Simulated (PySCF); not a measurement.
# F2O2Tl2 (Tl2(O)2(F)2): the cost of one run

Method: PBE0, Tl def2-SVP with ECP60, O def2-SVP, F def2-SVP; scalar-relativistic core potentials, no spin–orbit coupling; program: PySCF 2.14.0.

2 further runs of the same task are left out: 2 for a known fault of the program.

## Step 1: Starting geometry

6 atoms, charge 0, spin multiplicity 1.

Bond lengths: Tl1–Tl2 2.915 Å, Tl1–O3 1.918 Å, Tl1–O4 1.918 Å, Tl1–F5 1.901 Å, Tl2–O3 1.918 Å, Tl2–O4 1.918 Å, Tl2–F6 1.901 Å. Angles: Tl2–Tl1–O3 40.5°, Tl2–Tl1–O4 40.5°, Tl2–Tl1–F5 180.0°, O3–Tl1–O4 81.1°, O3–Tl1–F5 139.5°, O4–Tl1–F5 139.5°, Tl1–Tl2–O3 40.5°, Tl1–Tl2–O4 40.5°, Tl1–Tl2–F6 180.0°, O3–Tl2–O4 81.1°, O3–Tl2–F6 139.5°, O4–Tl2–F6 139.5°, Tl1–O3–Tl2 98.9°, Tl1–O4–Tl2 98.9°.

As a file:

```xyz
6
charge 0, multiplicity 1
Tl    0.00000    0.00000    1.45750
Tl    0.00000    0.00000   -1.45750
O     1.24640    0.00000    0.00000
O    -1.24640    0.00000    0.00000
F     0.00000    0.00000    3.35810
F     0.00000    0.00000   -3.35810
```

Formal oxidation states: Tl +3.

## Step 2: SCF at the start, singlet

Input file run.py (the lines that set the calculation):

```python
mol = gto.M(atom='''
Tl     0.00000     0.00000     1.45750
Tl     0.00000     0.00000    -1.45750
O      1.24640     0.00000     0.00000
O     -1.24640     0.00000     0.00000
F      0.00000     0.00000     3.35810
F      0.00000     0.00000    -3.35810''',
    basis={'Tl': 'def2-SVP', 'O': 'def2-SVP', 'F': 'def2-SVP'},
    ecp={'Tl': 'def2-SVP'},
    charge=0, spin=0)
mf = dft.RKS(mol, xc='PBE0')
mf.grids.atom_grid = (50, 194)
mf = mf.density_fit()  # fitting sets: Tl def2-universal-JKFIT, O def2-universal-JKFIT, F def2-universal-JKFIT
mf.conv_tol = 1e-08; mf.max_cycle = 55
mf.kernel(dm0)  # dm0: free metal ions and neutral atoms
```

Command:

```bash
> OMP_NUM_THREADS=2 python run.py
```

**Question.** How long does this run take on 2 threads of Arm Neoverse V1, shared host, and how much memory does it need?

About 2.6 s, with a peak of 0.45 GiB.
